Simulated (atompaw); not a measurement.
**A PAW (atompaw) potential for W, from input to tests**

Aim: build the potential from the settings below, then test how well it stands in for the atom: scattering, ghost states and the plane-wave cutoff that it needs.

Program: atompaw 4.2.0.5. Reference atom: PBE, scalar-relativistic, spherical and spin-unpolarised. All values are calculated.

## Step 1: The atom and the settings

The settings as typed:

| Item | Value |
| --- | --- |
| element | tungsten (W, Z = 74) |
| type | PAW |
| frozen core | [Xe] 4f14 |
| valence charge | 6 |
| reference configuration | 5d4 6s2 6p0 |
| partial waves | 6s (bound): rc 3.00 bohr; 6s channel at -0.05 Ry: rc 2.95 bohr; 6p (bound, empty): rc 3.00 bohr; 6p channel at 1.35 Ry: rc 3.00 bohr; 5d (bound): rc 3.00 bohr; 5d channel at 2.1 Ry: rc 0.60 bohr |
| local potential | troulliermartins scheme with l = 3 at 0 Ry, radius 2.40 bohr |
| core correction | smooth core density matched at 2.50 bohr |
| augmentation charge | besselshape compensation charge, radius 2.20 bohr; PAW radius 3.00 bohr; waves and projectors: custom rrkj gramschmidtortho |

The outer shells as boxes (Hund's rule for the drawing; the calculation is spin-unpolarised):

```
[Xe] core
4f [↑↓][↑↓][↑↓][↑↓][↑↓][↑↓][↑↓]
5d [↑ ][↑ ][↑ ][↑ ][  ]
6s [↑↓]
6p [  ][  ][  ]
```

## Step 2: The generation run

File W.input:

```
W 74
GGA-PBE scalarrelativistic loggrid 2001 logderivrange -2 5 176
6 6 5 4 0 0
6 1 0
5 2 4
0 0 0
c
c
c
c
c
v
c
c
c
c
v
c
c
v
c
2
3.00 2.20 2.40 2.50
y
-0.05
n
y
1.35
n
y
2.1
n
custom rrkj gramschmidtortho besselshape
3 0 troulliermartins
3.00
2.95
3.00
3.00
3.00
0.60
PWSCFOUT
UPFDX 0.0125d0 UPFXMIN -7.d0 UPFZMESH 74.d0
END
```

On the command line:

```bash
$ atompaw < W.input > W.log
```

Q: Predict the outcome of this session. Wanted: cutoffs for 10 and 1 mRy, occupied levels; bound ghosts; largest phase difference near zero energy, channels read; lowest eigenvalue of the overlap; share of valence orbitals outside the PAW sphere; UPF file.

As calculated:

```
                                                quantity                      value
               cutoffs for 10 and 1 mRy, occupied levels            10 Ry and 12 Ry
                                            bound ghosts             s at -56.21 eV
largest phase difference near zero energy, channels read                  3.140 rad
         lowest eigenvalue of the overlap (Bessel basis)                  0.259 (s)
        share of valence orbitals outside the PAW sphere  6s 50 %, 6p 84 %, 5d 15 %
                                                UPF file                    written
```

It has a bound ghost (s), a state that the atom doesn't have, and that rules the file out. The potential is soft on the atom at that tolerance: the looser tolerance needs 10 Ry. The slowest occupied level is 5d: taken alone it needs 12 Ry to come within 1 mRy, against 6 Ry or less for 6s. Near zero energy the largest phase difference among the channels read is 3.14 rad, in the p channel. A step near π is an extra or missing state, not a misfit of shape. The pseudo curves have a pole with no partner nearby in the atom's: p at 0.62 Ry. At positive energy that is a spurious or a displaced resonance. All of this concerns the isolated atom, not yet a solid.
